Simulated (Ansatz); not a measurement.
**Cl₂FHSn: a ladder of functionals and wavefunction methods**

The task here is to estimate one member of a computed series from the others.

Computed with Ansatz 0.2.0, Gaussian basis. Level: functionals in def2-TZVPP, the program's frozen cores in correlated methods.

Levels to be run: LDA (SPW92), PBE-D4, revPBE-D4, BLYP-D4, r2SCAN-D4, B97M-V, PBE0-D4, B3LYP-D4, r2SCANh-D4, r2SCAN0-D4, HSE06-D4, BHLYP-D4, CAM-B3LYP-D4, LC-ωPBE, ωB97X-V, ωB97M-V, B2PLYP, PBE-QIDH; CCSD(T)/def2-SVP; CCSD(T)/def2-TZVPP; MP2/def2-QZVPP; extrapolation to the limit; RPA on PBE.

### The relaxed structure

An earlier PBE0-D4 in a triple-zeta def2 set relaxation fixed the geometry. Sn takes the def2 core potential; no spin-orbit term is included.

SMILES `[F][SnH]([Cl])[Cl]`, 5 atoms, charge 0, spin multiplicity 1.

Atoms are counted from 1 here; the program's logs count them from 0.

Bond lengths: F1–Sn2 1.901 Å, Sn2–Cl3 2.292 Å, Sn2–Cl4 2.292 Å, Sn2–H5 1.689 Å. Angles: F1–Sn2–Cl3 105.5°, F1–Sn2–Cl4 105.5°, F1–Sn2–H5 109.2°, Cl3–Sn2–Cl4 108.7°, Cl3–Sn2–H5 113.6°, Cl4–Sn2–H5 113.6°.

Coordinates:

```xyz
5

F     0.1827   -0.3752    1.8322
Sn    0.1235    0.0943   -0.0090
Cl    0.4959   -1.8579   -1.1512
Cl   -2.0303    0.7759   -0.3980
H     1.2778    1.2892   -0.3154
```

Set-up of the first run:

in.yaml reads:

```yaml
crystal:
  periodic: [false, false, false]
  atoms:
    - {symbol: F, position_ang: [0.182702, -0.375187, 1.832153]}
    - {symbol: Sn, position_ang: [0.123530, 0.094343, -0.008961]}
    - {symbol: Cl, position_ang: [0.495928, -1.857944, -1.151160]}
    - {symbol: Cl, position_ang: [-2.030250, 0.775901, -0.398032]}
    - {symbol: H, position_ang: [1.277790, 1.289187, -0.315401]}
basis:
  gaussian: {orbitals: def2-TZVPP}
hamiltonian: {xc: lda}
output: {orbitals: {seedname: orbitals}}
```

Among the steps run: LDA; PBE-D4 (GGA); revPBE-D4 (GGA); BLYP-D4 (GGA); r2SCAN-D4 (meta-GGA); B97M-V (meta-GGA); PBE0-D4 (hybrid); B3LYP-D4 (hybrid); r2SCANh-D4 (hybrid); r2SCAN0-D4 (hybrid); HSE06-D4 (hybrid); BHLYP-D4 (hybrid); CAM-B3LYP-D4 (range-separated); LC-ωPBE-D4 (range-separated; the results give it without D4); ωB97X-V (range-separated); ωB97M-V (range-separated); B2PLYP (double hybrid); PBE-QIDH (double hybrid).

One table of the session follows, with a row left open; its other results are not shown here.

It belongs to the step «Orbital energies across the functionals». 

| functional | HOMO (eV) | LUMO (eV) | gap (eV) |
| --- | --- | --- | --- |
| LDA (SPW92) | -8.31 | -3.42 | 4.89 |
| PBE-D4 | -8.17 | -3.13 | 5.04 |
| revPBE-D4 | -8.11 | -3.03 | 5.09 |
| BLYP-D4 | -8.00 | -3.09 | 4.90 |
| r2SCAN-D4 | -8.56 | -2.91 | 5.65 |
| B97M-V | -8.65 | -2.86 | 5.78 |
| PBE0-D4 | -9.62 | -2.18 | 7.44 |
| B3LYP-D4 | -9.32 | -2.51 | 6.81 |
| r2SCANh-D4 | -9.08 | -2.57 | 6.52 |
| r2SCAN0-D4 | -9.87 | -2.05 | 7.82 |
| HSE06-D4 | -9.21 | -2.56 | 6.66 |
| BHLYP-D4 | -10.90 | -1.20 | 9.70 |
| CAM-B3LYP-D4 | -10.99 | -1.17 | 9.82 |
| LC-ωPBE | ? | ? | ? |
| ωB97X-V | -12.05 | 0.00 | 12.05 |
| ωB97M-V | -11.88 | -0.12 | 11.76 |

Estimate the missing values for LC-ωPBE.

The run gave: HOMO (eV): -12.45; LUMO (eV): 0.12; gap (eV): 12.57. In the column «HOMO (eV)» it is the lowest.
